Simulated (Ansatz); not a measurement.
# MnCuAs (P4/nmm) in Ansatz: single point with RPBE

Aim: the single point of MnCuAs with RPBE.

Program: Ansatz 0.2.0. These are calculated values, not measurements. Logs are shortened: lines on timing, memory, paths and dates and some standing lists are left out, and cuts for length are marked.

## (1) The structure

The structure is tetragonal, space group P4/nmm (No. 129). The conventional cell has a = 3.699 Å, b = 3.699 Å, c = 6.408 Å, α = 90.00°, β = 90.00°, γ = 90.00°. Around As (site symmetry 4mm) lie 5 Mn at 2.49 to 2.64 Å and 4 Cu at 2.56 Å. Cu (site symmetry -4m2) has 4 As at 2.56 Å and 4 Cu at 2.62 Å and 4 Mn at 2.84 Å as nearest neighbours. Around Mn (site symmetry 4mm) lie 5 As at 2.49 to 2.64 Å and 4 Cu at 2.84 Å.

The cell is a database's computed one.

## (2) Single point, RPBE, collinear spin, ferromagnetic start

Contents of input.yaml:

```yaml
crystal:
  lattice:
    - [3.699491, 0.0, 0.0]
    - [0.0, 3.699491, 0.0]
    - [0.0, 0.0, 6.408422]
  atoms:
    - { symbol: As, position: [0.5, 0.0, 0.223754] }
    - { symbol: As, position: [0.0, 0.5, 0.776246] }
    - { symbol: Cu, position: [0.5, 0.5, 0.5], spin: 0.6 }
    - { symbol: Cu, position: [0.0, 0.0, 0.5], spin: 0.6 }
    - { symbol: Mn, position: [0.5, 0.0, 0.83598], spin: 4.0 }
    - { symbol: Mn, position: [0.0, 0.5, 0.16402], spin: 4.0 }
hamiltonian:
  xc: rpbe
  pseudopotentials: { kind: paw }
magnetization:
  spin_polarized: true
kpoints:
  mp_grid: { grid: [7, 7, 4] }
scf:
  occupations: { method: gaussian, width: 0.05 }
output:
  forces: true
  stress: true
  eigenvalues: true
```

Potentials or basis: Ansatz PAW.

Launch:

```console
$ ansatz run input.yaml --threads 2 --pin off --max-ram 5632MiB --backend cpu --events-out ev --progress --plain --runs-dir out
```

The program printed:

```text
Warning: RAYON_NUM_THREADS=2 ignored (pool sized by the plan → 2); use --threads N
Engine: ansatz 0.2.0, aarch64-unknown-linux-gnu
Pseudopotentials: kind: paw
Pseudopotential: As, paw, valence charge 15, recommended cutoff 420 eV (normal), As.paw.azcp
Pseudopotential: Cu, paw, valence charge 19, recommended cutoff 420 eV (normal), Cu.paw.azcp
Pseudopotential: Mn, paw, valence charge 15, recommended cutoff 420 eV (normal), Mn.paw.azcp
Functional definition: RPBE
  parameter kappa = 0.804
  parameter beta = 0.06672455060314922
  exchange = rpbe_x(kappa = kappa, mu = beta*pi^2/3)
  correlation = pbe_c(beta = beta)
Crystal: 6 atoms, lattice volume = 87.707 Å³
Basis set: ecut = 420 eV, 1717 PW (Γ), exchange–correlation on 50×50×90 points (8 copies of the dense FFT grid, shifted against one another)
Bands: 65, of which v1, the nominal top of the filled ones, is band 49 counted from 1 (48 counted from 0)
Symmetry: 16 space group operations
Space group: P4/nmm (ITA 129), of the structure as read, at distance tolerance 4.4e-5 Å
Magnetic group: BNS 129.411 (UNI 1071), of the structure as read, at distance tolerance 4.4e-5 Å
k-points: 30 of 196
Non-local potential: As, projectors of the file, l = 0: 2, l = 1: 2, l = 2: 3, l = 3: 1
Non-local potential: Cu, projectors of the file, l = 0: 3, l = 1: 2, l = 2: 3, l = 3: 1
Non-local potential: Mn, projectors of the file, l = 0: 3, l = 1: 2, l = 2: 3, l = 3: 1
PAW form: soft (Blöchl's): semilocal exchange-correlation on the pseudo side does not see the compensation charge
PAW frozen core: As, regenerated for the run's functional, and the local potential with it (the file was generated under x = pbe(κ = 0.804, μ = 0.2195149727645171), c = pbe(β = 0.06672455060314922))
PAW frozen core: Cu, regenerated for the run's functional, and the local potential with it (the file was generated under x = pbe(κ = 0.804, μ = 0.2195149727645171), c = pbe(β = 0.06672455060314922))
PAW frozen core: Mn, regenerated for the run's functional, and the local potential with it (the file was generated under x = pbe(κ = 0.804, μ = 0.2195149727645171), c = pbe(β = 0.06672455060314922))
PAW one-centre angular grid: As, 590 points (default); XC on 64 Gauss nodes
PAW one-centre angular grid: Cu, 590 points (default); XC on 64 Gauss nodes
PAW one-centre angular grid: Mn, 590 points (default); XC on 64 Gauss nodes
Initial density: superposition of atomic densities (chi_scale 0.1, normalization cell)
Starting moments: Σ|m| = 9.2 μB on 4 of 6 sites
Initial wavefunctions: pseudopotential atomic-orbital guess
Functional: x = rpbe, c = pbe(β = 0.06672455060314922)
SCF iter   1: F=—  HF=-30792.789016 eV  |F-HF|=—  |Δ(HF+E_count)|=         —  Δρ=1.20e-1 (↑9.70e-2 ↓1.20e-1)  dr2=3.71e1  dr2_m=1.77e-1  M=7.856 μB ∫|m|=8.035 μB  β_m=0.30  ethr=3.10e-3  ⟨swp⟩=5.2  Hψ=12436  notcnv=0  defer=14
Mixer restart at iter 1: flushing history
preconditioner: auto → Kerker (q_TF=auto, 2.779 Å⁻¹)  [metal: Δε(μ)=0.005 eV  Ē_g=8.226 eV  σ=0.050 eV  W_gap=0.06  n_scr=36 (ndim 8)  ℏωp=26.9 eV  f_vac=0.000  D(μ)=5.98/eV (n_scr^D=58)]
spin=Collinear: Kerker preconditioning applied to the charge; magnetization (m = ρ↑ − ρ↓) channel mixes plain (no charge-response kernel on spin).
SCF iter   2: F=—  HF=-30792.276460 eV  |F-HF|=—  |Δ(HF+E_count)|=   5.13e-1  Δρ=3.07e-2 (↑2.97e-2 ↓3.07e-2)  dr2=1.01e0  dr2_m=5.65e-2  M=7.657 μB ∫|m|=7.917 μB  β_m=0.27  ethr=3.10e-3  ⟨swp⟩=3.0  Hψ=8775  notcnv=0  defer=434
SCF iter   3: F=—  HF=-30791.540391 eV  |F-HF|=—  |Δ(HF+E_count)|=   7.36e-1  Δρ=1.58e-2 (↑1.56e-2 ↓1.58e-2)  dr2=1.25e0  dr2_m=3.50e-2  M=7.628 μB ∫|m|=7.894 μB  β_m=0.40  ethr=1.04e-3  ⟨swp⟩=2.3  Hψ=8005  notcnv=0  defer=444
SCF iter   4: F=—  HF=-30791.787542 eV  |F-HF|=—  |Δ(HF+E_count)|=   2.47e-1  Δρ=1.32e-2 (↑8.78e-3 ↓1.32e-2)  dr2=6.64e-1  dr2_m=2.72e-2  M=7.368 μB ∫|m|=7.731 μB  β_m=0.56  ethr=1.04e-3  ⟨swp⟩=2.0  Hψ=5175  notcnv=0  defer=444
SCF iter   5: F=—  HF=-30791.851127 eV  |F-HF|=—  |Δ(HF+E_count)|=   6.36e-2  Δρ=4.30e-3 (↑4.30e-3 ↓3.08e-3)  dr2=5.49e-2  dr2_m=2.79e-3  M=7.268 μB ∫|m|=7.709 μB  β_m=0.69  ethr=6.77e-4  ⟨swp⟩=2.0  Hψ=5406  notcnv=0  defer=445
SCF iter   6: F=—  HF=-30791.848925 eV  |F-HF|=—  |Δ(HF+E_count)|=         —  Δρ=1.92e-3 (↑1.82e-3 ↓1.92e-3)  dr2=7.37e-3  dr2_m=1.03e-4  M=7.276 μB ∫|m|=7.731 μB  β_m=0.69  ethr=5.60e-5  ⟨swp⟩=2.0  Hψ=5266  notcnv=0  defer=445
Mixer restart at iter 6: flushing history
SCF iter   7: F=—  HF=-30791.850076 eV  |F-HF|=—  |Δ(HF+E_count)|=   1.15e-3  Δρ=9.04e-4 (↑6.37e-4 ↓9.04e-4)  dr2=2.82e-3  dr2_m=1.07e-4  M=7.282 μB ∫|m|=7.741 μB  β_m=0.71  ethr=7.52e-6  ⟨swp⟩=2.0  Hψ=5503  notcnv=0  defer=445
SCF iter   8: F=—  HF=-30791.850663 eV  |F-HF|=—  |Δ(HF+E_count)|=   5.87e-4  Δρ=1.88e-3 (↑1.64e-3 ↓1.88e-3)  dr2=6.13e-3  dr2_m=6.65e-5  M=7.284 μB ∫|m|=7.746 μB  β_m=0.57  ethr=2.88e-6  ⟨swp⟩=2.0  Hψ=7268  notcnv=0  defer=445
SCF iter   9: F=—  HF=-30791.849716 eV  |F-HF|=—  |Δ(HF+E_count)|=   9.47e-4  Δρ=3.06e-4 (↑2.39e-4 ↓3.06e-4)  dr2=1.65e-4  dr2_m=3.19e-5  M=7.287 μB ∫|m|=7.752 μB  β_m=0.78  ethr=2.88e-6  ⟨swp⟩=2.0  Hψ=6906  notcnv=0  defer=445
SCF iter  10: F=—  HF=-30791.849732 eV  |F-HF|=—  |Δ(HF+E_count)|=   1.64e-5  Δρ=1.66e-4 (↑1.30e-4 ↓1.66e-4)  dr2=1.05e-4  dr2_m=5.36e-7  M=7.287 μB ∫|m|=7.752 μB  β_m=0.69  ethr=1.68e-7  ⟨swp⟩=2.0  Hψ=5241  notcnv=0  defer=445
SCF iter  11: F=—  HF=-30791.849715 eV  |F-HF|=—  |Δ(HF+E_count)|=   1.75e-5  Δρ=7.37e-5 (↑7.37e-5 ↓4.47e-5)  dr2=1.59e-5  dr2_m=3.02e-7  M=7.287 μB ∫|m|=7.753 μB  β_m=0.61  ethr=1.07e-7  ⟨swp⟩=2.0  Hψ=4834  notcnv=0  defer=445
SCF iter  12: F=—  HF=-30791.849713 eV  |F-HF|=—  |Δ(HF+E_count)|=   1.17e-6  Δρ=2.23e-5 (↑1.48e-5 ↓2.23e-5)  dr2=7.50e-7  dr2_m=6.09e-8  M=7.287 μB ∫|m|=7.753 μB  β_m=0.81  ethr=1.62e-8  ⟨swp⟩=1.8  Hψ=4225  notcnv=0  defer=445
SCF iter  13: F=—  HF=-30791.849714 eV  |F-HF|=—  |Δ(HF+E_count)|=   7.01e-7  Δρ=8.60e-6 (↑6.21e-6 ↓8.60e-6)  dr2=1.53e-7  dr2_m=5.39e-9  M=7.287 μB ∫|m|=7.753 μB  β_m=0.90  ethr=7.65e-10  ⟨swp⟩=2.3  Hψ=5281  notcnv=0  defer=445
SCF iter  14: F=—  HF=-30791.849714 eV  |F-HF|=—  |Δ(HF+E_count)|=   1.18e-7  Δρ=6.52e-6 (↑5.57e-6 ↓6.52e-6)  dr2=1.06e-7  dr2_m=1.19e-9  M=7.287 μB ∫|m|=7.753 μB  β_m=0.90  ethr=1.56e-10  ⟨swp⟩=2.0  Hψ=6156  notcnv=0  defer=445
SCF iter  15: F=-30791.849714 eV  HF=-30791.849714 eV  |F-HF|=3.36e-8  |Δ(HF+E_count)|=   6.87e-9  Δρ=3.27e-6 (↑2.74e-6 ↓3.27e-6)  dr2=3.05e-8  dr2_m=4.20e-10  M=7.287 μB ∫|m|=7.753 μB  ethr=1.02e-10  ⟨swp⟩=8.0  Hψ=17431  notcnv=0
SCF 1 converged in 15 iterations: F = -30791.849714 eV  dr2 = 3.05e-8
WARN: an SCF from ferrimagnetic starting moments (0.00, 0.00, 0.60, 0.60, -4.00, 4.00 Bohr magnetons, atom by atom) was not made, by what the run has read of turns of its moments that order reads lower: the deck asks for what bars it, or types moments that do (magnetization.spin_polarized, in the input reference, names some of the keys), or the run goes by scf.lower_state_search: light, the default, which as a rule tries one only behind a close that has lost an order of both signs, or on which an open d or half-filled 4f shell of a PAW file has lost a moment that was set nearer to Hund's than to what is left; or, under a Hubbard U, one that names an f shell that the input leaves bare beside given moments, or a larger moment for a shell of low spin that is given one. standard, with a start from the atoms, tries one behind each close (in a relaxation, ahead of its steps or at their end). To set out from that order, type those moments (crystal.atoms[].spin; where shells were raised to Hund's moment, beside crystal.symmetry.detect: false) under scf.lower_state_search: light. The bands of the close that named these starting moments, or of the one ahead of a search that led to it (under cold or Methfessel-Paxton smearing those of the Gaussian ahead of it) read a cost of -227.71 meV for the turn to them, carried on from a small turn (-227.71 by the pairs of d shells alone)
SCF converged after 15 iterations
Magnetization: 7.2870 μB (52.6435 up, 45.3565 down)
Absolute magnetization: 7.7598 μB (∫|ρ↑−ρ↓|, with the PAW one-centre terms)
Spin contamination: 0.3138 ħ² per cell (⟨S²⟩ above its minimum at these occupations)
Per-site moments (μB) at R_I (Å): [(-0.028181657489978647, 1.02507051595905), (-0.028181657489979417, 1.0250705159590499), (0.03821234622136725, 1.0561549860197743), (0.03821234622136832, 1.0561549860197743), (3.441259148883078, 1.02507051595905), (3.441259148883078, 1.0250705159590499)]
Free energy (F): -30791.849714 eV
Harris-Foulkes:  -30791.849714 eV  (|F-HF|=3.36e-8)
Internal energy: -30791.845253 eV  (E = F + TS)
E sigma→0 (E₀):  -30791.847484 eV
Entropy (-TS):   -0.004461 eV (-0.744 meV/atom)
Fermi energy:    15.552749 eV
--- Per-component energies (eV) ---
  E_band       = -1587.753460
  E_kinetic    = 1413.523447
  E_local      = -16232.158846  (includes V_loc(G=0)·N_el)
  E_nonlocal   = -61.139101
  E_hartree    = 7514.778318
  E_xc         = -562.993656
  E_vxc        = -677.182318  (∫ρ·V_xc dr)
  E_paw        = -9644.731745  (= ΣΔE_a)
  E_vpaw       = -1060.379063  (= ΣTr[D̂ρ^β])
  E_aug_tail   = 0.000546  (compensation charges beyond the density's cutoff)
  E_ewald      = -13218.472009
  E_core_change = -0.652208  (= ΣΔE_core)
  E_smearing   = -0.004461  (= −TS)
  E_closure    = -0.000000  (closes the sum)
  Σ components = -30791.849714   (vs F -30791.849714, Δ=0.00e0)
--- Forces (eV/Å), atoms counted from 1 ---
  atom   1  As     0.00000000     0.00000000     0.04212409
  atom   2  As     0.00000000     0.00000000    -0.04212409
  atom   3  Cu    -0.00000000     0.00000000    -0.00000000
  atom   4  Cu    -0.00000000     0.00000000     0.00000000
  atom   5  Mn     0.00000000     0.00000000     0.06768004
  atom   6  Mn     0.00000000     0.00000000    -0.06768004
  max |Σ_I F_I| component: 2.17e-19 eV/Å
--- Stress (GPa, compression-positive) ---
        3.781234       0.000000       0.000000
        0.000000       3.781234       0.000000
        0.000000       0.000000       4.002461
  P = ⅓ Tr σ = 3.8550 GPa (38.550 kbar)
--- Band table (eV; the first three rows and the last of 60) ---
  k-point 0 ↑: bands = ["-97.8680", "-97.8615", "-65.7951", "-65.7935", "-55.2050", "-55.1974", "-55.1666", "-55.1666", "-55.1277", "-55.1277", "-34.5497", "-34.5497", "-34.5425", "-34.5425", "-34.4017", "-34.3917", "-20.5683", "-20.5679", "-20.5543", "-20.5542", "-20.5542", "-20.5537", "-20.5529", "-20.5529", "-20.5467", "-20.5461", "1.9710", "3.4210", "8.1273", "10.5187", "10.7550", "10.7550", "11.1491", "11.3115", "11.6171", "11.7087", "12.1737", "12.1737", "12.4133", "12.5783", "12.5783", "12.8106", "12.8579", "12.9062", "12.9957", "13.0899", "13.2915", "13.4016", "13.4016", "13.5074", "13.5074", "16.2144", "16.2144", "16.3471", "16.4329", "17.9512", "20.1894", "20.6338", "20.6338", "21.3145", "22.3079", "22.9304", "24.0821", "25.4715", "26.5036"]
  k-point 1 ↑: bands = ["-97.8680", "-97.8616", "-65.7951", "-65.7935", "-55.2049", "-55.1974", "-55.1666", "-55.1666", "-55.1276", "-55.1276", "-34.5497", "-34.5497", "-34.5425", "-34.5425", "-34.4016", "-34.3918", "-20.5683", "-20.5679", "-20.5543", "-20.5541", "-20.5541", "-20.5538", "-20.5529", "-20.5529", "-20.5467", "-20.5462", "2.1380", "3.1438", "8.4151", "10.1943", "10.7911", "10.7911", "11.1525", "11.4168", "11.7385", "11.8066", "12.1582", "12.2153", "12.2153", "12.4314", "12.4314", "12.7814", "12.8563", "12.9816", "12.9816", "13.0518", "13.0723", "13.1157", "13.2915", "14.2247", "14.2247", "15.6687", "15.8916", "15.8916", "17.2978", "18.1048", "20.2347", "20.3521", "20.9417", "20.9417", "21.1018", "24.0770", "24.7153", "25.4353", "25.4353"]
  k-point 2 ↑: bands = ["-97.8680", "-97.8616", "-65.7951", "-65.7935", "-55.2049", "-55.1974", "-55.1666", "-55.1666", "-55.1276", "-55.1276", "-34.5497", "-34.5497", "-34.5425", "-34.5425", "-34.4016", "-34.3918", "-20.5683", "-20.5678", "-20.5542", "-20.5541", "-20.5541", "-20.5538", "-20.5530", "-20.5530", "-20.5465", "-20.5463", "2.5791", "2.6010", "8.8317", "9.7162", "10.8315", "10.8315", "11.1560", "11.6248", "11.8441", "11.8512", "12.0068", "12.1911", "12.1911", "12.3822", "12.3822", "12.7561", "12.8060", "12.8060", "12.8561", "13.1303", "13.1376", "13.1451", "13.2915", "15.0167", "15.0167", "15.2187", "15.2187", "15.2998", "17.8814", "18.1875", "19.5980", "20.2974", "20.9056", "21.3248", "21.3248", "23.1827", "24.5554", "24.5554", "25.5828"]
  k-point 29 ↓: bands = ["-97.7920", "-97.7917", "-61.9841", "-61.9840", "-55.1167", "-55.1164", "-55.1075", "-55.1056", "-55.0632", "-55.0613", "-30.7469", "-30.7468", "-30.7364", "-30.7354", "-30.7283", "-30.7274", "-20.5607", "-20.5607", "-20.5579", "-20.5579", "-20.5554", "-20.5553", "-20.5543", "-20.5543", "-20.5512", "-20.5512", "4.1063", "4.1133", "9.2142", "9.4296", "10.2311", "10.4454", "11.0703", "11.1497", "11.5537", "11.5940", "11.6034", "11.6743", "12.4013", "12.5635", "12.5775", "12.5901", "13.6699", "13.7581", "14.7467", "14.7747", "16.4357", "16.4816", "16.9724", "17.0203", "17.2697", "17.4011", "17.4824", "17.5394", "18.2969", "18.5410", "19.1264", "19.3990", "20.5943", "21.4156", "22.3217", "22.6555", "27.6379", "27.9252", "28.6261"]
```

It took 19 s on 2 threads of Arm Neoverse V1, shared host; peak memory 0.59 GiB.

What came out:

- Free energy: -30791.8497 eV
- Pressure: 3.9 GPa
- Largest force: 0.068 eV/Å
- Band gap on the k mesh: none (metal or under the smearing width)
- Net moment: 7.29 μB per cell
- Absolute moment: 7.76 μB per cell
- Site moments: As -0.03; Cu +0.04; Mn +3.44 μB

Forces in eV/Å, atoms in the order of the input:
```
As   0.000  0.000  0.042
As   0.000  0.000 -0.042
Cu   0.000  0.000  0.000
Cu   0.000  0.000  0.000
Mn   0.000  0.000  0.068
Mn   0.000  0.000 -0.068
```

Caveat: the magnetic or orbital state may not be the lowest; only a ferromagnetic start was run, and an antiferromagnetic order may lie lower in energy; the PAW data sets come from PBE, with cores solved anew for the run's functional, which leaves a small shift of forces and pressure.
